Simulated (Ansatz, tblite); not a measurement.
# C₂₀H₁₈S₆: rung by rung

The task here is to estimate one member of a computed series from the others.

Program: Ansatz 0.2.0, Gaussian basis. Level of theory: as each input shows. These are calculated values, not measurements.

Levels to be run: GFN1-xTB, GFN2-xTB, PBE-D4/def2-TZVP, r2SCAN-D4/def2-TZVP, PBE-D4/def2-SVP, PBE0-D4/def2-SVP.

1 further run of the same task is left out (set aside as unsound or not needed). Runs told in other sessions of the task aren't counted.

## The relaxed structure

The geometry is that of the singlet, from an earlier relaxation (r2SCAN-D4/def2-SVP).

SMILES `Cc1cc(-c2sc(-c3sc(-c4sc(S)cc4C)cc3C)cc2C)sc1S`, 44 atoms, charge 0, spin multiplicity 1.

Bond lengths: C1–C2 1.496 Å, C1–H27 1.099 Å, C1–H28 1.102 Å, C1–H29 1.103 Å, C2–C3 1.420 Å, C2–C25 1.390 Å, C3–C4 1.391 Å, C3–H30 1.093 Å, C4–C5 1.441 Å, C4–S24 1.747 Å, C5–S6 1.749 Å, C5–C22 1.399 Å, S6–C7 1.744 Å, C7–C8 1.440 Å, C7–C21 1.390 Å, C8–S9 1.745 Å, C8–C19 1.399 Å, S9–C10 1.747 Å and more. Angles: C2–C1–H27 110.9°, C2–C1–H28 110.8°, C2–C1–H29 111.0°, H27–C1–H28 108.9°, H27–C1–H29 107.9°, H28–C1–H29 107.2°, C1–C2–C3 123.7°, C1–C2–C25 124.7°, C3–C2–C25 111.5°, C2–C3–C4 114.9°, C2–C3–H30 122.8°, C4–C3–H30 122.3°, C3–C4–C5 127.4°, C3–C4–S24 109.6°, C5–C4–S24 123.0°, C4–C5–S6 118.6°, C4–C5–C22 130.8°, S6–C5–C22 110.7° and more.

PBE0-D4/def2-TZVP was run before; its log isn't repeated, and its numbers join the tables.

Set-up of the first run:

Tight binding, by tblite at 300 K electronic temperature and without a spin-polarisation term:

```python
tblite.interface.Calculator('GFN1-xTB', numbers, positions, charge=0, uhf=0).singlepoint()
```

Tight binding, by tblite at 300 K electronic temperature and without a spin-polarisation term:

```python
tblite.interface.Calculator('GFN2-xTB', numbers, positions, charge=0, uhf=0).singlepoint()
```

start.molden holds the orbitals of an earlier run on this state, given as this run's starting guess.

File in.yaml:

```yaml
crystal:
  periodic: [false, false, false]
  atoms:
    - {symbol: C, position_ang: [-6.117531, -0.476410, 2.918073]}
    - {symbol: C, position_ang: [-5.589460, -0.541040, 1.519400]}
    - {symbol: C, position_ang: [-4.207287, -0.506300, 1.196273]}
    - {symbol: C, position_ang: [-3.922320, -0.591676, -0.162448]}
    - {symbol: C, position_ang: [-2.624268, -0.554296, -0.787968]}
    - {symbol: S, position_ang: [-1.218170, -0.291310, 0.218397]}
    - {symbol: C, position_ang: [-0.130104, -0.371214, -1.142754]}
    - {symbol: C, position_ang: [1.288262, -0.203369, -0.957696]}
    - {symbol: S, position_ang: [1.883314, 0.692566, 0.416449]}
    - {symbol: C, position_ang: [3.550457, 0.435412, -0.037541]}
    - {symbol: C, position_ang: [4.658013, 0.941856, 0.732674]}
    - {symbol: S, position_ang: [6.285455, 0.587016, 0.194548]}
    - {symbol: C, position_ang: [6.987319, 1.406710, 1.556870]}
    - {symbol: S, position_ang: [8.721494, 1.620205, 1.732916]}
    - {symbol: C, position_ang: [6.005102, 1.951558, 2.357622]}
    - {symbol: C, position_ang: [4.679236, 1.702897, 1.906525]}
    - {symbol: C, position_ang: [3.467465, 2.192351, 2.640162]}
    - {symbol: C, position_ang: [3.602834, -0.306466, -1.213384]}
    - {symbol: C, position_ang: [2.344915, -0.676216, -1.743606]}
    - {symbol: C, position_ang: [2.186388, -1.504831, -2.981459]}
    - {symbol: C, position_ang: [-0.849294, -0.602987, -2.309089]}
    - {symbol: C, position_ang: [-2.251233, -0.708745, -2.127283]}
    - {symbol: C, position_ang: [-3.200442, -0.946625, -3.262223]}
    - {symbol: S, position_ang: [-5.410513, -0.738175, -1.066149]}
    - {symbol: C, position_ang: [-6.377200, -0.652762, 0.379685]}
    - {symbol: S, position_ang: [-8.123323, -0.832620, 0.288632]}
    - {symbol: H, position_ang: [-7.205211, -0.319904, 2.918666]}
    - {symbol: H, position_ang: [-5.638436, 0.341408, 3.479704]}
    - {symbol: H, position_ang: [-5.908919, -1.412385, 3.463328]}
    - {symbol: H, position_ang: [-3.423891, -0.413927, 1.953198]}
    - {symbol: H, position_ang: [9.050503, 0.311005, 1.872553]}
    - {symbol: H, position_ang: [6.237335, 2.514726, 3.264247]}
    - {symbol: H, position_ang: [2.837363, 1.360109, 2.996831]}
    - {symbol: H, position_ang: [3.764247, 2.786952, 3.515832]}
    - {symbol: H, position_ang: [2.829633, 2.826521, 2.002029]}
    - {symbol: H, position_ang: [4.548325, -0.592189, -1.681802]}
    - {symbol: H, position_ang: [3.115575, -2.048806, -3.204628]}
    - {symbol: H, position_ang: [1.951024, -0.882892, -3.862480]}
    - {symbol: H, position_ang: [1.372077, -2.238025, -2.872273]}
    - {symbol: H, position_ang: [-0.381034, -0.656360, -3.292460]}
    - {symbol: H, position_ang: [-2.648344, -1.073630, -4.204323]}
    - {symbol: H, position_ang: [-3.811645, -1.850580, -3.102826]}
    - {symbol: H, position_ang: [-3.901948, -0.105592, -3.393168]}
    - {symbol: H, position_ang: [-8.425765, 0.428061, -0.119083]}
basis:
  gaussian: {orbitals: def2-TZVP, fitting: {mean_field: def2-universal-jkfit}, initial_orbitals: start.molden}
hamiltonian: {xc: pbe, dispersion: d4}
scf: {omitted_lower_state_checks: [starts]}
output: {forces: true, orbitals: {seedname: orbitals}}
```

Command:

```
$ ansatz run in.yaml --threads 2 --pin off --events-out ev --progress --plain --max-ram 32768MiB --backend cuda --devices 0, --max-vram 18GiB
```

Steps of the session up to this table: PBE-D4/def2-TZVP; r2SCAN-D4/def2-TZVP; PBE-D4/def2-SVP; PBE0-D4/def2-SVP.

One of the session's tables, all rows but one given; the rest of the session is left out.

It belongs to the step «Binding energy». 

| level | binding an atom (eV) |
| --- | --- |
| PBE-D4/def2-SVP | 5.006 |
| PBE-D4/def2-TZVP | ? |
| r2SCAN-D4/def2-TZVP | 4.791 |
| PBE0-D4/def2-SVP | 4.892 |
| PBE0-D4/def2-TZVP | 4.839 |

**Question.** Estimate the row for PBE-D4/def2-TZVP.

**Answer.** binding an atom (eV): 4.952. In the column «binding an atom (eV)» it lies between PBE0-D4/def2-SVP (4.892) and PBE-D4/def2-SVP (5.006).

Limits of these values: Free atoms were run apart at each level; binding is atoms less cluster, divided by the number of atoms, without zero-point or spin-orbit terms.
